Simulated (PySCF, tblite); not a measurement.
# C₃H₁₃AlAsN: geometry, infrared bands and NMR shifts

What infrared bands and NMR shifts should C₃H₁₃AlAsN (`CCC[NH][AlH2-][AsH3+]`) show?

Computed with tblite 0.8.0 and PySCF 2.14.0, with density-fitted response routines of our own, on a single molecule in the gas phase. Atoms are numbered from 0 throughout.

### Step 1. Starting geometry

19 atoms, charge 0, multiplicity 1; geometry from: force field or distance geometry start.

Bonds of the start (Å): C0–C1 1.52, C1–C2 1.54, C2–N3 1.43, N3–Al4 1.88, Al4–As5 2.43, C0–H6 1.11, C0–H7 1.11, C0–H8 1.11, C1–H9 1.12, C1–H10 1.09, C2–H11 1.10, C2–H12 1.12, N3–H13 1.05, Al4–H14 1.59, Al4–H15 1.60, As5–H16 1.56, As5–H17 1.56, As5–H18 1.57.

### Step 2. Relaxing the molecule with GFN2-xTB

The job: settings as JSON, then the geometry in Å.

```
{"job": {"kind": "relax", "xc": "GFN2-xTB", "basis": "xTB"}, "charge": 0, "multiplicity": 1}
C     -2.144800     1.426700     0.089100
C     -1.389800     0.271500    -0.538300
C     -0.897600    -0.579200     0.644900
N     -0.154500    -1.720900     0.205700
Al     1.399200    -1.289800    -0.768900
As     2.689700     0.516200     0.210600
H     -2.756500     1.010100     0.914900
H     -1.481600     2.232700     0.470500
H     -2.871700     1.851900    -0.636900
H     -2.165300    -0.343600    -1.058500
H     -0.587700     0.592600    -1.200100
H     -0.351300     0.030900     1.385500
H     -1.815900    -0.944400     1.181900
H      0.043900    -2.368600     1.013000
H      1.038200    -0.907200    -2.271700
H      2.358000    -2.565500    -0.809600
H      3.262700     0.171000     1.620600
H      1.894600     1.860700     0.263800
H      3.920600     0.764000    -0.724100
```

The run is started by

```bash
OMP_NUM_THREADS=1 python probes_run.py task.json out
```

This one command runs all jobs of the session in turn.

**Question.** This job is followed by: GFN2-xTB harmonic vibrations, gas phase; GIAO PBE0/pcSseg-1 NMR shielding, non-relativistic, gas phase. What will the session give for the following? strongest single infrared mode (GFN2-xTB); zero-point energy (GFN2-xTB); 13C shifts against TMS (PBE0/pcSseg-1); 1H shifts against TMS (PBE0/pcSseg-1, means over atoms taken as alike); 15N shifts against NH3 (PBE0/pcSseg-1); 27Al shifts against AlH4- (PBE0/pcSseg-1); 75As shifts against AsH3 (PBE0/pcSseg-1).

The runs gave:

| quantity | value |
| --- | --- |
| strongest single infrared mode (GFN2-xTB) | 1885 cm⁻¹, 737 km/mol |
| zero-point energy (GFN2-xTB) | 89.3 kcal/mol |
| 13C shifts against TMS (PBE0/pcSseg-1) | 56.7, 36.3, 13.5 ppm |
| 1H shifts against TMS (PBE0/pcSseg-1, means over atoms taken as alike) | 4.87, 3.08, 2.96, 1.51, 0.84, 0.02 ppm |
| 15N shifts against NH3 (PBE0/pcSseg-1) | 34.8 ppm |
| 27Al shifts against AlH4- (PBE0/pcSseg-1) | 79.8 ppm |
| 75As shifts against AsH3 (PBE0/pcSseg-1) | 63 ppm |

**Reading.** Relaxing lowered the energy by 1.822 eV in 207 steps; the close pair that moved most is Al4–As5, from 2.426 to 2.664 Å. No mode is imaginary among the 51: a minimum at this level. The strongest single mode, at 1885 cm⁻¹, moves mainly H17. GFN2-xTB is a fitted tight-binding method: band positions and strengths are rough. Its intensities can rank the bands wrongly. The most deshielded carbon is C2 (sp3 CH2 bonded to N), at 56.7 ppm: pulled downfield by the heteroatom. At PBE0/pcSseg-1: The widest tensor belongs to As5: span 108 ppm, with a paramagnetic part of -954 ppm. Spin-orbit coupling is left out, which matters for shieldings and couplings at and beside the heavy atoms.
